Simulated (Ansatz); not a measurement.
Runs of Ansatz 0.2.0 on NiMoIrPdW. Symmetry: P3m1, No. 156, trigonal system. The conventional cell has a = 2.761 Å, b = 2.761 Å, c = 11.341 Å, α = 90.00°, β = 90.00°, γ = 120.00°. Around Ni (site symmetry 3m) lie 3 W at 2.59 Å and 3 Pd at 2.68 Å and 6 Ni at 2.76 Å. Mo (site symmetry 3m) has 3 Ir at 2.66 Å and 1 W at 2.66 Å and 6 Mo at 2.76 Å as nearest neighbours. Pd (site symmetry 3m) is surrounded by 3 Ni at 2.68 Å and 6 Pd at 2.76 Å and 3 Ir at 2.84 Å. Around Ir (site symmetry 3m) lie 3 Mo at 2.66 Å and 6 Ir at 2.76 Å and 3 Pd at 2.84 Å. W (site symmetry 3m) has 3 Ni at 2.59 Å and 1 Mo at 2.66 Å and 6 W at 2.76 Å as nearest neighbours. The cell was built by a generator and needn't be a form met in nature.

```csv
task,level,spin,cell,k mesh,points for each segment of the path,gap on the mesh (eV),pressure (GPa),moment (μB),relaxed volume (Å³/atom),largest force (eV/Å)
relaxation of cell and atoms,r2SCAN+D4,"collinear, ferromagnetic start",relaxed,8 × 8 × 2,-,none,0.0,0.00,(a),-
relaxation of cell and atoms,r2SCAN,"collinear, ferromagnetic start",relaxed,8 × 8 × 2,-,none,0.0,0.00,14.63,-
band structure,r2SCAN,"non-collinear, ferromagnetic start, SOC",as given,8 × 8 × 2,14,none,-4.6,0.19,-,0.26
band structure,r2SCAN,"collinear, ferromagnetic start",as given,11 × 11 × 3,14,none,(c),(b),-,0.30
```

Alike in all rows: potentials or basis Ansatz PAW; cutoff (eV) 500; smearing fermi-dirac 0.05 eV.

Fill in the values left out.

(a) 14.53; (b) 0.62; (c) -4.7.

Caveats: the magnetic or orbital state may not be the lowest; the PAW data sets come from PBE, with cores solved anew for the run's functional, which leaves a small shift of forces and pressure; the starting moments weren't kept (some runs); the plane-wave basis is chosen anew once the cell has moved, so the energies of steps on either side of that aren't comparable (some runs); pairwise dispersion overbinds metals, which lowers pressure and volume (some runs); spin-orbit coupling is left out, which moves the levels of the heavy elements (some runs).

A k mesh can miss the band edges, and rows without SOC leave out spin-orbit coupling on Ir, Mo, Pd, W.

A gap of «none» marks a metal or a gap under the smearing width.

Runs at the PBE level aren't shown here.
